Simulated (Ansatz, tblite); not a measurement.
# [Cu(NH3)2]+ (CuN₂H₆+): a ladder of methods and basis sets

The task here is to estimate one member of a computed series from the others.

Computed with Ansatz 0.2.0, Gaussian basis. Level: as each input shows.

Levels to be run: GFN1-xTB, GFN2-xTB, PBE-D4/def2-TZVP, r2SCAN-D4/def2-TZVP, B3LYP-D4/def2-TZVP, LC-ωPBE/def2-TZVP, revPBE-D4/def2-TZVP, r2SCANh-D4/def2-TZVP, B2PLYP/def2-TZVP, B97M-V/def2-TZVP, r2SCAN0-D4/def2-TZVP, PBE-D4/def2-SVP, PBE0-D4/def2-SVP, HF/6-31G, B3LYP-D4/6-31G, CCSD(T)/def2-TZVPP, MP2/def2-TZVP, RPA/def2-TZVP.

## The geometry

The singlet was relaxed beforehand with PBE0-D4/def2-TZVP.

9 atoms, charge 1, spin multiplicity 1.

Bond lengths: Cu1–N2 1.924 Å, Cu1–N6 1.924 Å, N2–H3 1.017 Å, N2–H4 1.017 Å, N2–H5 1.017 Å, N6–H7 1.017 Å, N6–H8 1.017 Å, N6–H9 1.017 Å. Angles: N2–Cu1–N6 180.0°, Cu1–N2–H3 112.2°, Cu1–N2–H4 112.2°, Cu1–N2–H5 112.2°, H3–N2–H4 106.6°, H3–N2–H5 106.6°, H4–N2–H5 106.6°, Cu1–N6–H7 112.2°, Cu1–N6–H8 112.2°, Cu1–N6–H9 112.2°, H7–N6–H8 106.6°, H7–N6–H9 106.6°, H8–N6–H9 106.6°.

Formally the metal is d10. No spin-orbit coupling is included. The ion is computed in the gas phase, without counter-ions or solvent.

PBE0-D4/def2-TZVP was run before; its log isn't repeated, and its numbers join the tables.

The first run:

Tight binding, by tblite at 300 K electronic temperature and without a spin-polarisation term:

```python
tblite.interface.Calculator('GFN1-xTB', numbers, positions, charge=1, uhf=0).singlepoint()
```

Tight binding, by tblite at 300 K electronic temperature and without a spin-polarisation term:

```python
tblite.interface.Calculator('GFN2-xTB', numbers, positions, charge=1, uhf=0).singlepoint()
```

start.molden holds the orbitals of an earlier run on this state, given as this run's starting guess.

in.yaml reads:

```yaml
crystal:
  periodic: [false, false, false]
  atoms:
    - {symbol: Cu, position_ang: [0.000008, -0.000004, -0.000001]}
    - {symbol: N, position_ang: [-0.003651, -0.014214, 1.923649]}
    - {symbol: H, position_ang: [-0.420314, 0.827993, 2.313844]}
    - {symbol: H, position_ang: [0.935428, -0.079390, 2.309727]}
    - {symbol: H, position_ang: [-0.528264, -0.799764, 2.301622]}
    - {symbol: N, position_ang: [0.003651, 0.014211, -1.923646]}
    - {symbol: H, position_ang: [-0.937497, 0.018215, -2.310164]}
    - {symbol: H, position_ang: [0.474319, -0.799195, -2.313537]}
    - {symbol: H, position_ang: [0.476309, 0.832137, -2.301483]}
basis:
  gaussian: {orbitals: def2-TZVP, initial_orbitals: start.molden}
total_charge: 1
hamiltonian: {xc: pbe, dispersion: d4}
scf: {omitted_lower_state_checks: [starts]}
output: {orbitals: {seedname: orbitals}}
```

On the command line:

```
ansatz run in.yaml --threads 4 --pin off --events-out ev --progress --plain --max-ram 3916MiB
```

Among the steps run: PBE-D4/def2-TZVP; r2SCAN-D4/def2-TZVP; B3LYP-D4/def2-TZVP; LC-ωPBE/def2-TZVP; revPBE-D4/def2-TZVP; r2SCANh-D4/def2-TZVP; B2PLYP/def2-TZVP; B97M-V/def2-TZVP; r2SCAN0-D4/def2-TZVP; PBE-D4/def2-SVP; PBE0-D4/def2-SVP; HF/6-31G; B3LYP-D4/6-31G; CCSD(T)/def2-TZVPP; MP2/def2-TZVP; RPA/def2-TZVP.

One table of the session follows, with a row left open; its other results are not shown here.

It belongs to the step «Levels side by side». 

```
               level  HOMO (eV)  LUMO (eV)  gap (eV)
            HF/6-31G          ?          ?         ?
     PBE-D4/def2-SVP      -9.99      -5.48      4.50
    PBE-D4/def2-TZVP     -10.35      -5.74      4.61
 revPBE-D4/def2-TZVP     -10.25      -5.69      4.56
 r2SCAN-D4/def2-TZVP     -10.35      -5.26      5.10
    B97M-V/def2-TZVP     -10.43      -5.64      4.79
r2SCANh-D4/def2-TZVP     -10.95      -4.93      6.02
      B3LYP-D4/6-31G     -10.25      -4.56      5.68
  B3LYP-D4/def2-TZVP     -11.65      -5.18      6.47
    PBE0-D4/def2-SVP     -11.51      -4.61      6.90
   PBE0-D4/def2-TZVP     -11.81      -4.81      7.00
r2SCAN0-D4/def2-TZVP     -11.88      -4.49      7.38
   LC-ωPBE/def2-TZVP     -14.64      -2.80     11.84
```

Q: Estimate the row for HF/6-31G from the others.

As computed: HOMO (eV): -14.14; LUMO (eV): -1.44; gap (eV): 12.70. In the column «HOMO (eV)» it lies between LC-ωPBE/def2-TZVP (-14.64) and r2SCAN0-D4/def2-TZVP (-11.88).
